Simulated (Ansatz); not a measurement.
Write a Python script for Ansatz 0.2.0, Python API that makes an atomisation energy of C₂H₄NO, SMILES C=NC[O]. Level of theory (for the species named): PBE, def2-SVPD basis, multiplicity 2, D4 dispersion.

```json
{"atom": "C", "x (Å)": "1.2753", "y (Å)": "-0.0902", "z (Å)": "0.4284"}
{"atom": "N", "x (Å)": "0.0350", "y (Å)": "-0.0264", "z (Å)": "0.7618"}
{"atom": "C", "x (Å)": "-1.0239", "y (Å)": "0.0188", "z (Å)": "-0.2191"}
{"atom": "O", "x (Å)": "-0.9540", "y (Å)": "1.2108", "z (Å)": "-0.9423"}
{"atom": "H", "x (Å)": "2.0375", "y (Å)": "-0.1220", "z (Å)": "1.1990"}
{"atom": "H", "x (Å)": "1.5765", "y (Å)": "-0.1139", "z (Å)": "-0.6156"}
{"atom": "H", "x (Å)": "-0.9439", "y (Å)": "-0.8456", "z (Å)": "-0.9131"}
{"atom": "H", "x (Å)": "-2.0025", "y (Å)": "-0.0314", "z (Å)": "0.3010"}
```

Script `tae.py`:
```python
"""Energy to split C2H4NO into its atoms."""

from collections import Counter

import ansatz

BASIS_SET = "def2-SVPD"
FUNCTIONAL = "pbe"
DISPERSION = "d4"


def energy_of(molecule, charge=0, unpaired=0):
    calc = (
        molecule.calculation()
        .basis(gaussian=BASIS_SET)
        .functional(FUNCTIONAL, dispersion=DISPERSION)
        .accuracy("medium")
    )
    if charge:
        calc = calc.charge(charge)
    if unpaired:
        calc = calc.spin("collinear", total=unpaired)
    return calc.run().report["free_energy_ev"]

GEOMETRY = """
C     1.27530   -0.09020    0.42840
N     0.03500   -0.02640    0.76180
C    -1.02390    0.01880   -0.21910
O    -0.95400    1.21080   -0.94230
H     2.03750   -0.12200    1.19900
H     1.57650   -0.11390   -0.61560
H    -0.94390   -0.84560   -0.91310
H    -2.00250   -0.03140    0.30100
"""

c2h4no = ansatz.Crystal.molecule()
for line in GEOMETRY.strip().splitlines():
    symbol, *xyz = line.split()
    c2h4no = c2h4no.atom(symbol, [float(v) for v in xyz])

# unpaired electrons of the ground-state atoms
unpaired = {"C": 2, "N": 3, "O": 2, "H": 1}
counts = Counter(site.symbol for site in c2h4no.cartesian_sites)
atom_energy = {s: energy_of(ansatz.Crystal.molecule().atom(s, (0, 0, 0)), 0, unpaired[s]) for s in counts}
whole = energy_of(c2h4no, 0, 1)
for s, e in atom_energy.items():
    print(f"{s:2s} x{counts[s]}  {e:14.5f} eV")
print(f"C2H4NO: {whole:.5f} eV")
split = sum(counts[s] * e for s, e in atom_energy.items()) - whole
print(f"atomisation energy (no zero-point term): {split:.3f} eV, {split / sum(counts.values()):.3f} eV an atom")
```

```console
$ python tae.py
C  x2     -1027.28940 eV
N  x1     -1482.14294 eV
O  x1     -2038.79174 eV
H  x4       -13.56840 eV
C2H4NO: -5662.75515 eV
atomisation energy (no zero-point term): 32.968 eV, 4.121 eV an atom
```

32.968 eV from the electronic energies, without the zero-point term.

Notes:
- These settings explore the input space; basis and method may be short of convergence.
- The geometry is a force-field or estimated start, not a minimum of this method, and the basis set is short of its limit. All parts are taken at fixed geometry, without zero-point energy.
- The species is open-shell (spin multiplicity 2).
- This functional overbinds, so such energies come out a few per cent too high (LDA far more).
- Hardware and time: 8.8 s on 1 thread of Arm Neoverse V2, on a shared host, peak memory 0.29 GiB.
